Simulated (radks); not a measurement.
# Tb⁺ in [Xe] 4f9 6s1: an all-electron calculation

What are the levels of the terbium ion Tb+, how large are its shells, and how does its energy divide?

Program: radks (a radial shooting solver on a logarithmic mesh, Libxc functionals) version 1. Level of theory: Dirac Kohn-Sham, PBE, spin-unpolarised, spherical densities, finite nucleus; open shells are shared between the two j in proportion to 2j + 1. These are calculated values, not measurements, unless marked.

### 1 Starting point

| Quantity | Value |
| --- | --- |
| element | terbium (Z = 65) |
| charge | +1 |
| electrons | 64 |
| configuration | [Xe] 4f9 6s1 |
| nuclear rms radius | 5.06 fm |

The outer shells:

Tb⁺
```
[Xe] core
4f [↑↓][↑↓][↑ ][↑ ][↑ ][↑ ][↑ ]
6s [↑ ]
```

### 2 The calculation

The run's settings:

```text
Z 65
configuration [Xe] 4f9 6s1
relativity Dirac
functional pbe,pbe
spin unpolarised
j_filling average
nucleus finite rms 5.06 fm
c 137.035999084
```

Q: Predict the outcome of this run.

**Answer**, as computed:

| quantity | value |
| --- | --- |
| total energy | -11717.7157 hartree |
| exchange-correlation share of it | 2.19 % |
| −T/E | 1.0935 |
| highest occupied level | 6s1/2, -8.737 eV |
| most extended occupied level | 6s1/2, <r> = 3.76 bohr |
| radius at density 0.001 e/bohr³ | 4.45 bohr |
| maxima of the radial density | 4 |
| ionisation energy, NIST | 11.51 (semi-emp.) eV |

The radial density shows 4 maxima for 6 occupied principal shells; where shells overlap, one shows as a shoulder or not at all. −T/E is 1.093: with relativity the kinetic term as defined here no longer equals −E. Minus the highest eigenvalue, 8.737 eV, is 76 % of the tabulated ionisation energy (11.51 eV); the potential of a semilocal functional falls off too fast, so its top eigenvalue is too shallow. Spin polarisation and multiplet splitting are left out. Sharing an open shell by 2j + 1 raises it above the true ground level by a part of the spin-orbit splitting, which enters the differences from NIST.
